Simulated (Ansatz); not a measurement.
# CH6AlFOSi: the cost of one run

All numbers below are computed with Ansatz 0.2.0 (UKS PBE0-D4/STO-3G).

### 1 The system as given

Bond lengths: O1–Si2 1.660 Å, Si2–Al3 2.349 Å, Si2–C4 1.865 Å, C4–F5 1.379 Å, O1–H6 0.997 Å, Si2–H7 1.499 Å, Al3–H8 1.582 Å, Al3–H9 1.655 Å, C4–H10 1.167 Å, C4–H11 1.037 Å. Angles (14 of 16 angles, heavy atoms first): O1–Si2–Al3 108.2°, O1–Si2–C4 112.8°, Al3–Si2–C4 109.4°, Si2–C4–F5 110.5°, O1–Si2–H7 109.8°, Al3–Si2–H7 109.6°, C4–Si2–H7 107.0°, Si2–O1–H6 108.2°, Si2–Al3–H8 120.2°, Si2–Al3–H9 119.1°, Si2–C4–H10 105.1°, Si2–C4–H11 111.7°, F5–C4–H10 106.1°, F5–C4–H11 113.6°.

As a file:

```xyz
11

O    -1.1700    1.3353    0.9425
Si    0.1874    0.5984    0.3353
Al    0.3692   -1.5293    1.3142
C     0.1454    0.4233   -1.5213
F    -0.0438    1.6522   -2.1188
H    -1.9661    0.8045    0.6607
H     1.3998    1.4125    0.6722
H     0.4539   -2.8196    0.4025
H     0.5312   -1.6475    2.9566
H    -0.8166   -0.1980   -1.7470
H     0.9748   -0.0887   -1.8765
```

### 2 End point A

File input.yaml:

```yaml
crystal:
  periodic: [false, false, false]
  atoms:
    - { symbol: O, position_ang: [-1.17, 1.3353, 0.9425] }
    - { symbol: Si, position_ang: [0.1874, 0.5984, 0.3353] }
    - { symbol: Al, position_ang: [0.3692, -1.5293, 1.3142] }
    - { symbol: C, position_ang: [0.1454, 0.4233, -1.5213] }
    - { symbol: F, position_ang: [-0.0438, 1.6522, -2.1188] }
    - { symbol: H, position_ang: [-1.9661, 0.8045, 0.6607] }
    - { symbol: H, position_ang: [1.3998, 1.4125, 0.6722] }
    - { symbol: H, position_ang: [0.4539, -2.8196, 0.4025] }
    - { symbol: H, position_ang: [0.5312, -1.6475, 2.9566] }
    - { symbol: H, position_ang: [-0.8166, -0.198, -1.747] }
    - { symbol: H, position_ang: [0.9748, -0.0887, -1.8765] }
magnetization:
  spin_polarized: true
basis:
  gaussian: { orbitals: STO-3G }
hamiltonian:
  xc: pbe0
  dispersion: d4
relax:
  f_tol: 0.02
  max_steps: 50
output:
  orbitals: {}
```

Started as:

```console
$ ansatz run input.yaml --threads 1 --pin off --max-ram 2048MiB --backend cpu --events-out ev --progress --plain --runs-dir out
```

What time and memory should one allow on 1 thread of Arm Neoverse V1, shared host?

About 2.2 min, with a peak of 0.2 GiB.
